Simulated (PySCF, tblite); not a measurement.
**C8H11F: geometry, infrared bands and NMR shifts**

Wanted: the infrared bands and NMR shifts of C8H11F (`FCC1=C(C2CCC2)C1`), by calculation.

Programs: tblite 0.8.0 and PySCF 2.14.0, with density-fitted response routines of our own. Each step states its level of theory. These are calculated values for one molecule in the gas phase, unless marked as measured. Atoms count from 0, in the outputs and in this text.

**1. The starting structure**

20 atoms, charge 0, multiplicity 1; geometry from: force field or distance geometry start.

Bonds of the start (Å): F0–C1 1.35, C1–C2 1.47, C2–C3 1.34, C3–C4 1.46, C4–C5 1.55, C5–C6 1.54, C6–C7 1.55, C3–C8 1.44, C8–C2 1.44, C7–C4 1.55, C1–H9 1.09, C1–H10 1.10, C4–H11 1.10, C5–H12 1.11, C5–H13 1.10, C6–H14 1.09, C6–H15 1.08, C7–H16 1.10, C7–H17 1.09, C8–H18 1.08, C8–H19 1.09.

**2. Optimising the geometry with GFN2-xTB**

What the job is given:

```
{"job": {"kind": "relax", "xc": "GFN2-xTB", "basis": "xTB"}, "charge": 0, "multiplicity": 1}
F      1.922300    -0.410400    -1.482900
C      2.619100    -0.071500    -0.379900
C      1.785300     0.481000     0.703900
C      0.456400     0.597200     0.846600
C     -0.517800     0.111300    -0.123500
C     -0.796800    -1.415800    -0.130600
C     -2.273600    -1.072500    -0.387100
C     -1.994300     0.286900     0.299100
C      1.240700     1.804400     0.851100
H      3.382500     0.646200    -0.669000
H      3.127200    -0.980600    -0.018700
H     -0.345900     0.508900    -1.138800
H     -0.623400    -1.916300     0.841600
H     -0.296800    -1.988700    -0.922400
H     -3.006600    -1.710400     0.116900
H     -2.535400    -0.994000    -1.433100
H     -2.523700     1.140500    -0.137800
H     -2.180600     0.266700     1.377200
H      1.174000     2.432500    -0.025200
H      1.382300     2.295300     1.809400
```

Launch:

```sh
$ OMP_NUM_THREADS=1 python probes_run.py task.json out
```

This one command runs all jobs of the session in turn.

**Question.** This job is followed by: GFN2-xTB harmonic vibrations, gas phase; GIAO PBE0/pcSseg-1 NMR shielding, non-relativistic, gas phase. What will the session give for the following? strongest single infrared mode (GFN2-xTB); zero-point energy (GFN2-xTB); ¹³C shifts against TMS (PBE0/pcSseg-1, means over atoms taken as alike); ¹H shifts against TMS (PBE0/pcSseg-1, means over atoms taken as alike); ¹⁹F shifts against CFCl3 (PBE0/pcSseg-1); surface potential, 1st and 99th percentile.

**Answer**, as computed:

| quantity | value |
| --- | --- |
| strongest single infrared mode (GFN2-xTB) | 3026 cm⁻¹, 90 km/mol |
| zero-point energy (GFN2-xTB) | 104.4 kcal/mol |
| ¹³C shifts against TMS (PBE0/pcSseg-1, means over atoms taken as alike) | 127.9, 113.6, 86.0, 29.6, 28.9, 17.2, 11.5 ppm |
| ¹H shifts against TMS (PBE0/pcSseg-1, means over atoms taken as alike) | 5.87, 3.57, 2.57, 2.24, 2.06, 1.93, 1.09 ppm |
| ¹⁹F shifts against CFCl3 (PBE0/pcSseg-1) | -252.7 ppm |
| surface potential, 1st and 99th percentile | -1.11 V and 0.90 V |

**Reading.** The optimisation took 101 steps and gained 1.555 eV; among the close pairs (by a distance rule), C3–C8 changed most, from 1.440 to 1.507 Å. The lowest mode is imaginary (28i cm⁻¹), so the xTB geometry is not a minimum. Unscaled tight-binding wavenumbers are off by several per cent, some by more. Its intensities can rank the bands wrongly. The most deshielded hydrogen is H9, H10 (mean) (hydrogen on an allylic sp3 CH2 bonded to F), at 5.87 ppm: its carbon carries F, an electronegative neighbour. At PBE0/pcSseg-1: The largest span, 226 ppm, is at C3, where the paramagnetic term is -193 ppm.
